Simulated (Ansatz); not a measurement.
# C2H5AlBN: a ladder of functionals and wavefunction methods

An exercise on one series of results from a longer session: the logs are not shown, and one member is left open.

Program: Ansatz 0.2.0, Gaussian basis. Level of theory: functionals in def2-TZVPP, the program's frozen cores in correlated methods. These are calculated values, not measurements.

Levels to be run: LDA (SPW92), PBE-D4, revPBE-D4, BLYP-D4, r2SCAN-D4, B97M-V, PBE0-D4, B3LYP-D4, r2SCANh-D4, r2SCAN0-D4, HSE06-D4, BHLYP-D4, CAM-B3LYP-D4, LC-ωPBE, ωB97X-V, ωB97M-V, B2PLYP, PBE-QIDH; CCSD(T)/def2-SVP; CCSD(T)/def2-TZVPP; MP2/def2-QZVPP; extrapolation to the limit; RPA on PBE.

## The relaxed structure

The geometry comes from an earlier relaxation with PBE0-D4 in a triple-zeta def2 set; it is a stationary point, not always the lowest conformer.

SMILES `B[C]1=C[NH][AlH]1`, 10 atoms, charge 0, spin multiplicity 1.

Atoms are counted from 1 here; the program's logs count them from 0.

Bond lengths: B1–C2 1.492 Å, B1–H6 1.207 Å, B1–H7 1.201 Å, C2–C3 1.391 Å, C2–Al5 1.916 Å, C3–N4 1.360 Å, C3–H8 1.094 Å, N4–Al5 1.853 Å, N4–H9 1.004 Å, Al5–H10 1.581 Å. Angles: C2–B1–H6 119.4°, C2–B1–H7 122.5°, H6–B1–H7 118.1°, B1–C2–C3 124.0°, B1–C2–Al5 153.2°, C3–C2–Al5 82.9°, C2–C3–N4 115.0°, C2–C3–H8 124.7°, N4–C3–H8 120.3°, C3–N4–Al5 86.1°, C3–N4–H9 120.5°, Al5–N4–H9 153.4°, C2–Al5–N4 76.0°, C2–Al5–H10 154.4°, N4–Al5–H10 129.6°.

The first run:

Contents of in.yaml:

```yaml
crystal:
  periodic: [false, false, false]
  atoms:
    - {symbol: B, position_ang: [-1.252953, 0.576705, -1.418728]}
    - {symbol: C, position_ang: [-0.143840, 0.242758, -0.478825]}
    - {symbol: C, position_ang: [-0.314965, -0.471342, 0.702286]}
    - {symbol: N, position_ang: [0.820923, -0.673500, 1.422806]}
    - {symbol: Al, position_ang: [1.688532, 0.264922, 0.080548]}
    - {symbol: H, position_ang: [-2.375732, 0.216992, -1.161741]}
    - {symbol: H, position_ang: [-1.076156, 1.195375, -2.432568]}
    - {symbol: H, position_ang: [-1.273045, -0.859195, 1.061672]}
    - {symbol: H, position_ang: [0.791983, -1.179364, 2.289737]}
    - {symbol: H, position_ang: [3.218352, 0.635547, -0.062188]}
basis:
  gaussian: {orbitals: def2-TZVPP}
hamiltonian: {xc: lda}
output: {orbitals: {seedname: orbitals}}
```

On the command line:

```
ansatz run in.yaml --threads 2 --pin off --events-out ev --progress --plain --max-ram 4352MiB
```

Among the steps run: LDA; PBE-D4 (GGA); revPBE-D4 (GGA); BLYP-D4 (GGA); r2SCAN-D4 (meta-GGA); B97M-V (meta-GGA); B3LYP-D4 (hybrid); r2SCANh-D4 (hybrid); r2SCAN0-D4 (hybrid); HSE06-D4 (hybrid); BHLYP-D4 (hybrid); CAM-B3LYP-D4 (range-separated); LC-ωPBE (range-separated); ωB97X-V (range-separated); ωB97M-V (range-separated); B2PLYP (double hybrid); PBE-QIDH (double hybrid).

One of the session's tables, all rows but one given; the rest of the session is left out.

It belongs to the step «Orbital energies across the functionals». 

| functional | HOMO (eV) | LUMO (eV) | gap (eV) |
| --- | --- | --- | --- |
| LDA (SPW92) | -5.65 | -2.76 | 2.88 |
| PBE-D4 | -5.43 | -2.50 | 2.93 |
| revPBE-D4 | -5.35 | -2.39 | 2.96 |
| BLYP-D4 | -5.24 | -2.37 | 2.87 |
| r2SCAN-D4 | -5.56 | -2.21 | 3.35 |
| B97M-V | -5.58 | -2.29 | 3.29 |
| PBE0-D4 | -6.36 | -1.61 | 4.75 |
| B3LYP-D4 | -6.15 | -1.83 | 4.31 |
| r2SCANh-D4 | ? | ? | ? |
| r2SCAN0-D4 | -6.47 | -1.44 | 5.03 |
| HSE06-D4 | -5.97 | -1.99 | 3.99 |
| BHLYP-D4 | -7.15 | -0.71 | 6.44 |
| CAM-B3LYP-D4 | -7.54 | -0.62 | 6.91 |
| LC-ωPBE | -8.80 | 0.49 | 9.29 |
| ωB97X-V | -8.47 | 0.39 | 8.86 |
| ωB97M-V | -8.42 | 0.13 | 8.55 |

Estimate the missing values for r2SCANh-D4.

Worked estimate for «HOMO (eV)». Against the share of exact exchange, r2SCAN-D4 (0, -5.56), r2SCAN0-D4 (0.25, -6.47) give a slope of -3.64 per unit share; at 0.1 the line stands at -5.92.

**Answer.** HOMO (eV): -5.92; LUMO (eV): -1.89; gap (eV): 4.03. In «HOMO (eV)» the line misses by 0.00.
